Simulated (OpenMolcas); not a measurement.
# Ir⁵⁺ among point charges: CASSCF and CASPT2 levels and susceptibility

How does a field of 4 point charges split the states of Ir⁵⁺, and what χT follows?

Program: OpenMolcas 26.06. Level of theory: state-averaged CASSCF and CASPT2, spin-orbit coupling by RASSI with atomic mean-field integrals. These are calculated values, not measurements, unless marked.

## (1) The system

| Quantity | Value |
| --- | --- |
| Species | Ir⁵⁺ (iridium, Z = 77, 72 electrons) |
| Basis | ANO-RCC-VDZP [7s6p4d2f], 59 functions |
| Scalar Hamiltonian | DKH2, point nucleus |
| Inactive shells | 1s 2s 2p 3s 3p 3d 4s 4p 4d 4f 5s 5p |
| Active space | 4 electrons in 5 orbitals (5d) |
| Some configurations of this space | 5d⁴ |
| Orbitals | optimised for each spin and parity, averaged over all roots |

The outer shells:

5d4
```
5d [↑ ][↑ ][↑ ][↑ ][  ]
```

The ion sits among 4 point charges of -0.65 e arranged as a tetrahedron (Td), 1.78 Å from the ion.

The work runs as a chain of OpenMolcas steps in one folder; each step below is one input file. Labels, J, g values, rates, χT and fits are worked out afterwards by a script from the matrices that RASSI stores.

## (2) One- and two-electron integrals

The input, a.inp:

```
&GATEWAY
Coord
1

Ir 0.0 0.0 0.0
Basis=ANO-RCC-VDZP
Group=NoSym
NoMove
AngMom=0.0 0.0 0.0
AMFI
XField
4 Angstrom 0
1.027683 1.027683 1.027683 -0.650000
1.027683 -1.027683 -1.027683 -0.650000
-1.027683 1.027683 -1.027683 -0.650000
-1.027683 -1.027683 1.027683 -0.650000
&SEWARD
```

On the command line:

```sh
OMP_NUM_THREADS=1 MOLCAS_MEM=1689 MOLCAS_PROJECT=a pymolcas a.inp > a.log
```

## (3) Reference wave functions, quintets, 5 roots

The input, a.inp:

```
&RASSCF
FileOrb=start.orb
Symmetry=1
Spin=5
nActEl=4 0 0
Inactive=34
Ras2=5
CIRoot=5 5 1
SDav=5
CIMx=300
Iter=120 100
PrWF=0.3
OrbListing=Nothing
MaxOrb=0
>>> COPY $Project.JobIph JOB001
```

start.orb holds the contracted functions of the basis, ordered by shell, or the orbitals of the step before.

## (4) Reference wave functions, triplets, 45 roots

The input, a.inp:

```
&RASSCF
FileOrb=start.orb
Symmetry=1
Spin=3
nActEl=4 0 0
Inactive=34
Ras2=5
CIRoot=45 45 1
SDav=45
CIMx=300
Iter=120 100
PrWF=0.3
OrbListing=Nothing
MaxOrb=0
>>> COPY $Project.JobIph JOB002
```

## (5) CASSCF: singlets, 50 roots

The input, a.inp:

```
&RASSCF
FileOrb=start.orb
Symmetry=1
Spin=1
nActEl=4 0 0
Inactive=34
Ras2=5
CIRoot=50 50 1
SDav=50
CIMx=300
Iter=120 100
PrWF=0.3
OrbListing=Nothing
MaxOrb=0
>>> COPY $Project.JobIph JOB003
```

## (6) RASSI: spin-orbit coupling between the states

The input, a.inp:

```
&RASSI
NrOfJobIphs=3 5 45 50
1 2 3 4 5
1 2 3 4 5 6 7 8 9 10 11 12 13 14 15 16 17 18 19 20 21 22 23 24 25 26 27
28 29 30 31 32 33 34 35 36 37 38 39 40 41 42 43 44 45
1 2 3 4 5 6 7 8 9 10 11 12 13 14 15 16 17 18 19 20 21 22 23 24 25 26 27
28 29 30 31 32 33 34 35 36 37 38 39 40 41 42 43 44 45 46 47 48 49 50
IphNames
JOB001
JOB002
JOB003
EJob
SpinOrbit
DIPRint=1.0
SOCoupling=1000.0
Subsets=2
Property=9
'ANGMOM' 1 'ANGMOM' 2 'ANGMOM' 3 'MLTPL  1' 1 'MLTPL  1' 2 'MLTPL  1' 3
'AMFI' 1 'AMFI' 2 'AMFI' 3
SOProperty=3
'ANGMOM' 1 'ANGMOM' 2 'ANGMOM' 3
```

## (7) CASPT2: IPEA 0.25, imaginary shift 0.1 (closed shells correlated: 4f 5s 5p)

The input, a.inp:

```
>>> COPY JOB001 $Project.JobIph
&CASPT2
Multistate=5 1 2 3 4 5
NoMult
Frozen=23
IPEA=0.25
Imaginary=0.1
MaxIter=60
WThr=0.0 0.3 0.05
PrWF=0.5
NoMix
>>> COPY JOB002 $Project.JobIph
&CASPT2
Multistate=45 1 2 3 4 5 6 7 8 9 10 11 12 13 14 15 16 17 18 19 20 21 22
23 24 25 26 27 28 29 30 31 32 33 34 35 36 37 38 39 40 41 42 43 44 45
NoMult
Frozen=23
IPEA=0.25
Imaginary=0.1
MaxIter=60
WThr=0.0 0.3 0.05
PrWF=0.5
NoMix
>>> COPY JOB003 $Project.JobIph
&CASPT2
Multistate=50 1 2 3 4 5 6 7 8 9 10 11 12 13 14 15 16 17 18 19 20 21 22
23 24 25 26 27 28 29 30 31 32 33 34 35 36 37 38 39 40 41 42 43 44 45 46
47 48 49 50
NoMult
Frozen=23
IPEA=0.25
Imaginary=0.1
MaxIter=60
WThr=0.0 0.3 0.05
PrWF=0.5
NoMix
```

(Steps that only read results are left out.)

What does the calculation give? Wanted: spin-free ground state; first state of the same spin within the active space; lowest level; next level.

The runs gave:

| quantity | value |
| --- | --- |
| method | SS-CASPT2, IPEA 0.25, imaginary shift 0.1 (closed shells correlated: 4f 5s 5p) |
| spin-free ground state | 5T2, 3-fold in its orbital part |
| first state of the same spin within the active space | 5E at 2140 cm⁻¹ |
| lowest level | 1-fold A1 |
| next level | 5894.0 cm⁻¹ |
| χT at 300 K | 0.04 cm³ K/mol |
| effective moment at 300 K | 0.57 μB |

Cost by method:

```
                                                 method  time of its own steps  time with the reference
                                              A. CASSCF                   19 s                     19 s
B. SS-CASPT2, IPEA 0.25, imaginary shift 0.1, +4f 5s 5p                   15 s                     34 s
```

Times are of one thread on a shared host.

In words: The spin-free ground state (5T2) comes to 100 % from free-ion D terms and keeps the highest spin of the shell. χT at 300 K is 0.04, against 3.01 cm³ K/mol for the spin alone, so spin-orbit coupling lowers it. An active space of the d shell alone favours high spin; real ions in strong fields can be low spin. CASPT2 does not keep the components of a term degenerate, and the means are used. The field of point charges can differ much from that of real complexes. This is an electrostatic model: the charges have no orbitals.
